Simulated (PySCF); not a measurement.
# BH₇O₃Si₂: geometry, spin-spin couplings

Aim: predict the spin-spin couplings of BH₇O₃Si₂ (`O[SiH2][SiH2]B(O)O`).

Programs: PySCF 2.14.0, with density-fitted response routines of our own. Each step states its level of theory. These are calculated values for one molecule in the gas phase, unless marked as measured. Atoms count from 0, in the outputs and in this text.

## 1. The starting structure

13 atoms, charge 0, multiplicity 1; geometry from: GFN2-xTB. The atoms were then displaced at random by about 0.01 Å, so the start is not that level's minimum.

Bonds of the start (Å): O0–Si1 1.64, Si1–Si2 2.29, Si2–B3 2.00, B3–O4 1.33, B3–O5 1.38, O0–H6 0.93, Si1–H7 1.45, Si1–H8 1.46, Si2–H9 1.50, Si2–H10 1.48, O4–H11 0.97, O5–H12 0.95.

## 2. Optimising the geometry at PBE0-D3(BJ)/def2-SVP

What the job is given:

```
{"job": {"xc": "PBE0", "basis": "def2-SVP", "d3": "d3bj", "grid": 1, "shake": 0.01, "kind": "geom"}, "charge": 0, "multiplicity": 1}
O     -2.106150    -0.322800    -0.930620
Si    -1.883050     0.777720     0.261150
Si     0.350240     0.768010     0.783340
B      1.345780    -0.629440    -0.252700
O      2.641110    -0.766250    -0.505730
O      0.513530    -1.577000    -0.815820
H     -1.490380    -1.010250    -1.063690
H     -2.726610     0.410360     1.386280
H     -2.410180     2.023930    -0.293240
H      0.566980     0.571800     2.253070
H      1.000480     2.087660     0.602540
H      3.240460    -0.110720    -0.110540
H      0.963600    -2.239900    -1.324360
```

On the command line:

```sh
> OMP_NUM_THREADS=1 python probes_run.py task.json out
```

One launch serves the whole session: the jobs run in the order shown.

**Question.** This job is followed by: B3LYP/cc-pVTZ indirect spin-spin coupling, non-relativistic, gas phase; B3LYP/6-31G* indirect spin-spin coupling, non-relativistic, gas phase. Predict these results of the whole session: point group; rotational constants (main isotopes); largest coupling of the table (B3LYP/cc-pVTZ); range of J(Si1,H7), mean over like pairs.

As calculated:

| quantity | value |
| --- | --- |
| point group | C1 |
| rotational constants (main isotopes) | 3.53, 1.37, 1.03 GHz |
| largest coupling of the table (B3LYP/cc-pVTZ) | 1J(Si,H) Si1–H7, -169.5 Hz (mean over like pairs) |
| range of J(Si1,H7), mean over like pairs | -191.7 to -169.5 Hz |

**Reading.** The start of the PBE0/def2-SVP relaxation was shaken at random by about 0.01 Å, so part of the energy gained, and of the first lengths quoted, undoes that. The optimisation took 5 steps and gained 0.256 eV; among the close pairs (by a distance rule), Si1–Si2 changed most, from 2.294 to 2.363 Å. No frequency check was run at this level, so the end point may be a saddle. Of the pairs tabulated at B3LYP/cc-pVTZ, Si1–H7 (mean over like pairs) couples most strongly (-169.5 Hz; Fermi contact -170.0 Hz). Couplings across rotatable bonds belong to this one conformer; where others are populated, the observed values are averages, and the simulated multiplets take (2 J gauche + J anti)/3 across rotating chain bonds. The coupling Si1–H7, as a mean over pairs of its kind, runs from -191.7 Hz (B3LYP/6-31G*) to -169.5 Hz (B3LYP/cc-pVTZ). Couplings from bases without tight functions are rough.
